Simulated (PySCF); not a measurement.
# [Nd(NH3)2]3+: other functionals and bases at one geometry

One table from this session's results is given with a row withheld; the runs are named, their logs left out.

Method: several levels, as the steps say, no spin–orbit coupling; program: PySCF 2.14.0.

3 further runs of the same task are left out: 2 for a known fault of the program, 1 set aside as unsound or not needed.

**Where the work starts**

9 atoms, charge 3, spin multiplicity 1.

Bond lengths: Nd1–N2 2.457 Å, Nd1–N6 2.457 Å, N2–H3 1.046 Å, N2–H4 1.048 Å, N2–H5 1.048 Å, N6–H7 1.048 Å, N6–H8 1.048 Å, N6–H9 1.046 Å. Angles: N2–Nd1–N6 113.3°, Nd1–N2–H3 116.5°, Nd1–N2–H4 115.5°, Nd1–N2–H5 114.4°, H3–N2–H4 102.9°, H3–N2–H5 103.0°, H4–N2–H5 102.7°, Nd1–N6–H7 115.7°, Nd1–N6–H8 114.3°, Nd1–N6–H9 116.3°, H7–N6–H8 102.8°, H7–N6–H9 102.9°, H8–N6–H9 103.0°.

As a file:

```csv
atom,x (Å),y (Å),z (Å)
Nd1,-0.65757,-0.94747,0.00014
N2,0.11091,0.16406,2.05195
H3,1.00242,0.70698,1.98290
H4,-0.55518,0.85933,2.46482
H5,0.29309,-0.48565,2.85342
N6,0.11043,0.16372,-2.05234
H7,1.06936,-0.10126,-2.38046
H8,-0.48339,-0.02629,-2.89426
H9,0.15272,1.20894,-2.02616
```

Formal oxidation states: Nd +3. Each metal's 3 4f electrons lie in its core potential, so multiplicities, spins and levels count the valence alone. An earlier session relaxed this geometry at TPSS, Nd lcecp-1-SVP with ECP49, N def2-SVP, H def2-SVP (singlet, point group C1).

At TPSS on the finer grid: E = -145.841060 Eh, HOMO -24.10 eV, LUMO -18.81 eV, Mulliken charge on Nd1 +2.09 e, largest force component 0.013 eV/Å. 

Levels to run: r2SCAN; M06-L; BP86; revPBE; TPSS, TZVP. Hardware: 2 threads of Arm Neoverse V1, shared host.

The first run:

The input, run.py (the lines that set the calculation):

```python
mol = gto.M(atom='''
Nd    -0.65757    -0.94747     0.00014
N      0.11091     0.16406     2.05195
H      1.00242     0.70698     1.98290
H     -0.55518     0.85933     2.46482
H      0.29309    -0.48565     2.85342
N      0.11043     0.16372    -2.05234
H      1.06936    -0.10126    -2.38046
H     -0.48339    -0.02629    -2.89426
H      0.15272     1.20894    -2.02616''',
    basis={'Nd': 'lcecp-1-SVP', 'N': 'def2-SVP', 'H': 'def2-SVP'},
    ecp={'Nd': 'lcecp-1-SVP'},
    charge=3, spin=0)
mf = dft.RKS(mol, xc='R2SCAN')
mf.grids.atom_grid = (75, 302)  # f atoms: unpruned, at least (60, 302)
mf = mf.density_fit()  # fitting sets: Nd AutoAux, N def2-universal-JKFIT, H def2-universal-JKFIT
mf.conv_tol = 1e-08; mf.max_cycle = 55
mf.kernel(dm0)  # dm0: the density of the relaxed state
```

Launch:

```sh
$ OMP_NUM_THREADS=2 python run.py
```

Steps of the session up to this table: r2SCAN; M06-L; BP86; revPBE; TPSS, TZVP.

One table of the session follows, with a row left open; its other results are not shown here.

| level | HOMO (eV) | gap (eV) | charge on Nd1 (e) | dipole (D) | largest force component (eV/Å) |
| --- | --- | --- | --- | --- | --- |
| TPSS (relaxed here) | -24.10 | 5.29 | 2.09 | 3.29 | 0.01 |
| r2SCAN | ? | ? | ? | ? | ? |
| M06-L | -24.25 | 5.81 | 2.20 | 3.00 | 0.35 |
| BP86 | -24.12 | 5.11 | 2.05 | 3.43 | 0.22 |
| revPBE | -24.00 | 5.02 | 2.05 | 3.40 | 0.10 |
| TPSS, TZVP | -23.99 | 5.29 | 2.29 | 3.31 | 0.33 |

**Question.** Estimate the row for r2SCAN.

**Answer.** HOMO (eV): -24.30; gap (eV): 5.78; charge on Nd1 (e): 2.13; dipole (D): 3.20; largest force component (eV/Å): 0.21. In the column «HOMO (eV)» it is the lowest.

The dipole of a charged species depends on the origin, so these sizes hold for this origin alone.

In one basis the gap runs from 5.02 eV (revPBE) to 5.81 eV (M06-L). The largest leftover force, 0.35 eV/Å with M06-L, stands at a geometry relaxed at another level. With 4f in the core, its levels are missing from HOMO and gap, and its count is fixed, so no charge can pass from the ligands into it. Total energies of different levels can't be compared.
